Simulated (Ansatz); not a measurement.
**C2H3ClFNOSi: taking an electron away**

How much energy removes an electron from C2H3ClFNOSi at fixed geometry? The cation is run at each level and the neutral's energy taken from earlier runs.

Program: Ansatz 0.2.0, Gaussian basis. Level of theory: unrestricted cation, the program's frozen cores in correlated methods. These are calculated values, not measurements.

Plan: UKS PBE-D4/def2-TZVPP; UKS r2SCAN-D4/def2-TZVPP; UKS PBE0-D4/def2-TZVPP; UKS B3LYP-D4/def2-TZVPP; UKS wB97X-V/def2-TZVPP; UKS wB97M-V/def2-TZVPP; UKS B2PLYP/def2-TZVPP; UHF-CCSD(T)/def2-TZVPP; UHF-MP2/def2-QZVPP; extrapolation to the limit; then −ε(HOMO) from the neutral's earlier runs with LDA (SPW92), PBE-D4, revPBE-D4, BLYP-D4, r2SCAN-D4, B97M-V, PBE0-D4, B3LYP-D4, r2SCANh-D4, r2SCAN0-D4, HSE06-D4, BHLYP-D4, CAM-B3LYP-D4, LC-ωPBE, ωB97X-V, ωB97M-V.

### Step 1. Structure used throughout

All runs share one geometry, relaxed beforehand with PBE0-D4 in a triple-zeta def2 set.

SMILES `C[Si](F)(Cl)N=C=O`, 10 atoms, charge 0, spin multiplicity 1.

Atoms are counted from 1 here; the program's logs count them from 0.

Bond lengths: C1–Si2 1.833 Å, C1–H8 1.092 Å, C1–H9 1.093 Å, C1–H10 1.092 Å, Si2–F3 1.586 Å, Si2–Cl4 2.039 Å, Si2–N5 1.695 Å, N5–C6 1.198 Å, C6–O7 1.160 Å. Angles: Si2–C1–H8 110.6°, Si2–C1–H9 110.0°, Si2–C1–H10 110.4°, H8–C1–H9 108.7°, H8–C1–H10 108.5°, H9–C1–H10 108.6°, C1–Si2–F3 110.2°, C1–Si2–Cl4 111.6°, C1–Si2–N5 111.3°, F3–Si2–Cl4 107.0°, F3–Si2–N5 107.3°, Cl4–Si2–N5 109.2°, Si2–N5–C6 154.7°, N5–C6–O7 177.3°.

Geometry (Å):

```
C    -1.5469   -0.4790   -0.1408
Si    0.1459   -0.3257    0.5460
F     0.0808    0.0284    2.0905
Cl    1.1852   -2.0713    0.3766
N     1.0096    0.9154   -0.2197
C     1.9909    1.4327   -0.6718
O     2.9101    1.9742   -1.1275
H    -2.1026   -1.2610    0.3801
H    -2.0833    0.4661   -0.0280
H    -1.5065   -0.7311   -1.2022
```

### Step 2. Cation, UKS PBE-D4/def2-TZVPP

File in.yaml:

```yaml
crystal:
  periodic: [false, false, false]
  atoms:
    - {symbol: C, position_ang: [-1.546918, -0.479000, -0.140808]}
    - {symbol: Si, position_ang: [0.145923, -0.325730, 0.545957]}
    - {symbol: F, position_ang: [0.080822, 0.028428, 2.090503]}
    - {symbol: Cl, position_ang: [1.185230, -2.071266, 0.376559]}
    - {symbol: N, position_ang: [1.009586, 0.915361, -0.219737]}
    - {symbol: C, position_ang: [1.990861, 1.432739, -0.671801]}
    - {symbol: O, position_ang: [2.910100, 1.974165, -1.127542]}
    - {symbol: H, position_ang: [-2.102629, -1.260961, 0.380123]}
    - {symbol: H, position_ang: [-2.083277, 0.466138, -0.028010]}
    - {symbol: H, position_ang: [-1.506498, -0.731072, -1.202243]}
basis:
  gaussian: {orbitals: def2-TZVPP}
total_charge: 1
magnetization: {spin_polarized: true, initial_magnetization: 1}
hamiltonian: {xc: pbe, dispersion: d4}
```

On the command line:

```sh
> ansatz run in.yaml --threads 2 --pin off --events-out ev --progress --plain --max-ram 32768MiB --backend cuda --devices 0, --max-vram 18GiB
```

After this run come: Cation, UKS r2SCAN-D4/def2-TZVPP; Cation, UKS PBE0-D4/def2-TZVPP; Cation, UKS B3LYP-D4/def2-TZVPP; Cation, UKS wB97X-V/def2-TZVPP; Cation, UKS wB97M-V/def2-TZVPP; Cation, UKS B2PLYP (frozen core)/def2-TZVPP; Cation, UHF-CCSD(T)/def2-TZVPP; Cation, UHF-MP2/def2-QZVPP.

**Question.** What will the summary of the whole plan be? Wanted: ionisation energy, CCSD(T)/CBS; nearest functional by difference; nearest −ε(HOMO); −ε(HOMO) of PBE; T1 of the cation.

As calculated:

| quantity | value |
| --- | --- |
| ionisation energy, CCSD(T)/CBS | 11.79 eV |
| nearest functional by difference | ωB97X-V (-0.24 eV) |
| nearest −ε(HOMO) | LC-ωPBE (+0.09 eV) |
| −ε(HOMO) of PBE | 7.73 eV |
| T1 of the cation | 0.041 |

In words: Energy differences with functionals land within 1.10 eV of the reference. The PBE orbital energy is 4.1 eV too small: a semilocal HOMO is no ionisation energy. Among orbital estimates LC-ωPBE comes nearest. Hartree-Fock falls 1.28 eV short, as the neutral has more correlation energy than the cation. The cation's T1 (from the report) is 0.041, near the customary mark of 0.045 for open shells, so the coupled-cluster value is less safe. The cation may have settled in a state other than its lowest; no search over hole states beyond the program's own was made.
